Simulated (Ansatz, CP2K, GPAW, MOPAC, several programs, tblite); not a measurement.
Many methods on one cell: CsPbBr3 (cubic perovskite)

CsPbBr3 built on the cubic perovskite prototype, relaxed with r2SCAN in Ansatz, was computed with several methods. It is cubic, Pm-3m (No. 221); a = 5.943 Å in the conventional setting, 41.98 Å³ an atom. Cs is surrounded by 12 Br at 4.20 Å; Pb is surrounded by 6 Br at 2.97 Å; Br is surrounded by 2 Pb at 2.97 Å and 4 Cs at 4.20 Å. Spin-unpolarised throughout; all numbers are computed.

```cif
data_structure
_symmetry_space_group_name_H-M 'Pm-3m'
_symmetry_Int_Tables_number 221
_cell_length_a 5.9430
_cell_length_b 5.9430
_cell_length_c 5.9430
_cell_angle_alpha 90.000
_cell_angle_beta 90.000
_cell_angle_gamma 90.000
_cell_volume 209.90
loop_
_atom_site_label
_atom_site_type_symbol
_atom_site_symmetry_multiplicity
_atom_site_Wyckoff_symbol
_atom_site_fract_x
_atom_site_fract_y
_atom_site_fract_z
_atom_site_occupancy
Cs1 Cs 1 a 0.00000 0.00000 0.00000 1
Pb1 Pb 1 b 0.50000 0.50000 0.50000 1
Br1 Br 3 c 0.50000 0.50000 0.00000 1
```

Gaps and times are for a single point on this cell; volume and bulk modulus come from each method's own relaxation or energy curve at fixed shape. Times are rough, from shared hosts (Arm Neoverse N1), and each method has its own mesh and cell size. GFN1-xTB (tblite): levels, charges or heat of formation failed a check of plausibility, so no values are given. PM6 (MOPAC), PM7 (MOPAC), GFN1-xTB (tblite), GFN2-xTB (tblite) treat a cluster of cells at its zone centre, which samples few k points: where these miss a band edge, the gap comes out too large for that reason alone. Gaps from k meshes are read at a limited set of points (mesh, symmetry points, PBE's band edges), so each method's own least gap may be somewhat smaller. xTB and the PM methods were fitted mostly to molecules, and can miss a solid's gap by electronvolts. Minimal bases can be far off for gaps. GLLB-SC's gap includes the derivative discontinuity. d marks a direct gap, i an indirect one (no mark: not told apart), a dash a value that wasn't computed or didn't pass its checks.

```json
{"method": "light PBE (260 eV and a coarse mesh)", "kind": "light plane-wave", "gap (eV)": "1.66 d", "own volume (Å³/atom)": "–", "bulk modulus (GPa)": "–", "atoms computed": "5", "processor time": "2.7 s"}
{"method": "GFN1-xTB (tblite)", "kind": "tight binding", "gap (eV)": "–", "own volume (Å³/atom)": "–", "bulk modulus (GPa)": "–", "atoms computed": "40", "processor time": "2.7 s"}
{"method": "GFN2-xTB (tblite)", "kind": "tight binding", "gap (eV)": "4.20", "own volume (Å³/atom)": "–", "bulk modulus (GPa)": "–", "atoms computed": "40", "processor time": "3.8 s"}
{"method": "PM6 (MOPAC)", "kind": "semi-empirical", "gap (eV)": "3.61", "own volume (Å³/atom)": "–", "bulk modulus (GPa)": "–", "atoms computed": "40", "processor time": "4.4 s"}
{"method": "PM7 (MOPAC)", "kind": "semi-empirical", "gap (eV)": "7.18", "own volume (Å³/atom)": "–", "bulk modulus (GPa)": "–", "atoms computed": "40", "processor time": "5.1 s"}
{"method": "PBE", "kind": "semilocal", "gap (eV)": "1.67 d", "own volume (Å³/atom)": "43.41", "bulk modulus (GPa)": "19", "atoms computed": "5", "processor time": "8.8 s"}
{"method": "PBE/SZV (CP2K)", "kind": "small basis", "gap (eV)": "1.52 d", "own volume (Å³/atom)": "44.80", "bulk modulus (GPa)": "20", "atoms computed": "5", "processor time": "14 s"}
{"method": "r2SCAN", "kind": "semilocal", "gap (eV)": "2.04 d", "own volume (Å³/atom)": "41.98", "bulk modulus (GPa)": "21", "atoms computed": "5", "processor time": "22 s"}
{"method": "PBE/DZVP (CP2K)", "kind": "small basis", "gap (eV)": "1.80 d", "own volume (Å³/atom)": "43.39", "bulk modulus (GPa)": "18", "atoms computed": "5", "processor time": "25 s"}
{"method": "GLLB-SC (GPAW)", "kind": "model potential", "gap (eV)": "2.96", "own volume (Å³/atom)": "–", "bulk modulus (GPa)": "–", "atoms computed": "5", "processor time": "110 s"}
```

Against r2SCAN (2.04 eV) and with closed or daggered gaps left aside, the nearest gap at the points sampled is that of PBE/DZVP (CP2K) (-0.24 eV) and the farthest that of PM7 (MOPAC) (+5.14 eV). r2SCAN is only a yardstick of convenience: semilocal gaps usually lie below measured ones, which GLLB-SC and hybrids aim to mend.

Volumes against r2SCAN's: PBE +3.4 %, PBE/SZV (CP2K) +6.7 %, PBE/DZVP (CP2K) +3.4 %.

Spin-orbit coupling is left out; in compounds of Pb, Bi, Tl or Hg it can lower a gap by up to about 1 eV, split its edges or invert the bands.
